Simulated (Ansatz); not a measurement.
**AlH2SF (SMILES [F][AlH][SH]): CCSDTQ/STO-3G**

What is the electronic atomisation energy of AlH2SF at CCSDTQ/STO-3G? 

The results are computed with Ansatz 0.2.0.

65 further runs of the same task are left out: 1 that didn't finish, 64 set aside as unsound or not needed.

### Step 1. The structure to begin with

AlH2SF has 5 atoms, charge 0, and is taken as a singlet. SMILES: `[F][AlH][SH]`. The coordinates come from a PBE0-D4/def2-TZVP relaxation. This is one conformer, not always the lowest.

Bond lengths: F1–Al2 1.645 Å, Al2–S3 2.169 Å, Al2–H4 1.569 Å, S3–H5 1.345 Å. Angles: F1–Al2–S3 116.3°, F1–Al2–H4 119.8°, S3–Al2–H4 123.9°, Al2–S3–H5 91.6°.

### Step 2. A single-point energy at CCSDTQ/STO-3G

File run.yaml:

```yaml
crystal:
  periodic: [false, false, false]
  atoms:
    - {symbol: F, position_ang: [-1.203500, -1.535800, 0.877500]}
    - {symbol: Al, position_ang: [-0.513900, -0.309100, 0.024800]}
    - {symbol: S, position_ang: [1.536100, 0.182600, 0.533500]}
    - {symbol: H, position_ang: [-1.341100, 0.430400, -1.085200]}
    - {symbol: H, position_ang: [1.572300, 1.158200, -0.392100]}
basis:
  gaussian: {orbitals: STO-3G}
correlation: {method: ccsdtq, frozen_orbitals: {Al: 5, F: 1, H: 0, S: 5}}
accuracy: high
scf: {omitted_lower_state_checks: [cluster_reference, increment]}
```

Launch:

```sh
$ ansatz run run.yaml --threads 1 --pin off --max-ram 2610MiB --events-out events.jsonl --progress --plain --runs-dir runs
```

The log of the run (excerpt; [...] marks lines left out):

```text
Warning: RAYON_NUM_THREADS=1 ignored (pool sized by the plan → 1); use --threads N
Functional definition: HF
  name "HF"
[...]
454 factors; integrals over basis functions are off by at most 2.9e-8 eV
[...]
mean field -19903.98079865 eV, -731.4578029478 hartree, gradient 3.8e-8 eV, S^2 0.000000; 0 other end points of the search recorded, 0 dependent functions left out
11 core orbitals not correlated: weight in the atoms' cores, before any rotation towards them, 0.999 or more for the frozen orbitals, at most 0.000 for the correlated occupied ones
reference -19903.98079865 eV, -731.4578029478 hartree; 9, 9 occupied and 5, 5 virtual orbitals, 454 factors
second order -1.83900857 eV of doubles, -0.00000000 eV of singles
cycle   1  -2.14799742 eV  change   -3.1e-1 eV  update   8.8e-2
[...]
cycle  26  -2.53619075 eV  change  -7.6e-10 eV  update   1.6e-9
Total energy: -19906.51698940 eV, -731.5510062387 hartree
Checks for a lower state left out: cluster_reference, increment
```

Wall time 4.5 s (1 thread of AMD EPYC 9R45 (Zen 5), shared host); peak memory 0.17 GiB.

### Step 3. The Al atom at the same level

File input.yaml:

```yaml
crystal:
  periodic: [false, false, false]
  atoms:
    - {symbol: Al, position_ang: [0.000000, 0.000000, 0.000000]}
basis:
  gaussian: {orbitals: STO-3G}
magnetization: {spin_polarized: true, initial_magnetization: 1}
correlation: {method: ccsdtq, frozen_orbitals: {Al: 5}}
accuracy: high
scf: {omitted_lower_state_checks: [cluster_reference, increment]}
```

Run the same way, it converges to -238.88392 Eh (log not shown).

### Step 4. The F atom

File input.yaml:

```yaml
crystal:
  periodic: [false, false, false]
  atoms:
    - {symbol: F, position_ang: [0.000000, 0.000000, 0.000000]}
basis:
  gaussian:
    orbitals: STO-3G
magnetization:
  spin_polarized: true
  initial_magnetization: 1
correlation:
  method: ccsdtq
  frozen_orbitals: {F: 1}
accuracy: high
scf:
  omitted_lower_state_checks: [cluster_reference, increment]
```

Run the same way, it converges to -97.98651 Eh (log not shown).

### Step 5. The H atom: a single-point energy at UHF/STO-3G

File input.yaml:

```yaml
crystal:
  periodic: [false, false, false]
  atoms:
    - {symbol: H, position_ang: [0.000000, 0.000000, 0.000000]}
basis:
  gaussian:
    orbitals: STO-3G
magnetization:
  spin_polarized: true
  initial_magnetization: 1
hamiltonian:
  xc: hf
accuracy: high
```

Run the same way, it converges to -0.46658 Eh (log not shown).

### Step 6. The S atom

File run.yaml:

```yaml
crystal:
  periodic: [false, false, false]
  atoms:
    - {symbol: S, position_ang: [0.000000, 0.000000, 0.000000]}
basis:
  gaussian: {orbitals: STO-3G}
magnetization: {spin_polarized: true, initial_magnetization: 2}
correlation: {method: ccsdtq, frozen_orbitals: {S: 5}}
accuracy: high
scf: {omitted_lower_state_checks: [cluster_reference, increment]}
```

Launch:

```sh
$ ansatz run run.yaml --threads 1 --pin off --max-ram 2610MiB --events-out events.jsonl --progress --plain --runs-dir runs
```

The log of the run (excerpt; [...] marks lines left out):

```text
Warning: RAYON_NUM_THREADS=1 ignored (pool sized by the plan → 1); use --threads N
[... 2 set-up lines as earlier in the session ...]
[...]
42 factors; integrals over basis functions are off by at most 2.2e-9 eV
[...]
mean field -10697.61824501 eV, -393.1302193981 hartree, gradient 1.5e-9 eV, S^2 2.000000; 3 other end points of the search recorded, 0 dependent functions left out
5 core orbitals not correlated: weight in the atoms' cores, before any rotation towards them, 1.000 or more for the frozen orbitals, at most 0.000 for the correlated occupied ones
reference -10697.61824501 eV, -393.1302193981 hartree; 4, 2 occupied and 0, 2 virtual orbitals, 42 factors
second order 0.00000000 eV of doubles, 0.00000000 eV of singles
cycle   1  -0.00000000 eV  change     0.0e0 eV  update    0.0e0
cycle   2  -0.00000000 eV  change     0.0e0 eV  update    0.0e0
Total energy: -10697.61824501 eV, -393.1302193981 hartree
Checks for a lower state left out: cluster_reference, increment
```

Wall time 0.36 s (1 thread of AMD EPYC 9R45 (Zen 5), shared host).

### Step 7. Outcome

At CCSDTQ/STO-3G, 11 core orbitals frozen:

| quantity | value |
| --- | --- |
| molecule: total energy | -731.55101 Eh |
| molecule: correlation energy (11 core orbitals frozen) | -93.2 mEh |
| molecule: T1 diagnostic | 0.014 |
| Al atom: total energy | -238.88392 Eh |
| Al atom: correlation energy (5 core orbitals frozen) | -25.6 mEh |
| Al atom: ⟨S²⟩ of the reference determinant | 0.750 |
| Al atom: T1 diagnostic | 0.000 |
| F atom: total energy | -97.98651 Eh |
| F atom: correlation energy (1 core orbital frozen) | 0.0 mEh |
| F atom: ⟨S²⟩ of the reference determinant | 0.750 |
| F atom: T1 diagnostic | 0.000 |
| H atom: total energy | -0.46658 Eh |
| H atom: ⟨S²⟩ | 0.750 |
| S atom: total energy | -393.13022 Eh |
| S atom: correlation energy (5 core orbitals frozen) | 0.0 mEh |
| S atom: ⟨S²⟩ of the reference determinant | 2.000 |
| S atom: T1 diagnostic | 0.000 |
| electronic atomisation energy | 16.795 eV |

In words: Taking the molecule apart into free atoms costs 16.79 eV (387 kcal/mol), before zero-point energy and without spin-orbit coupling. In a minimal basis such a difference can be off by several eV, whatever the method.
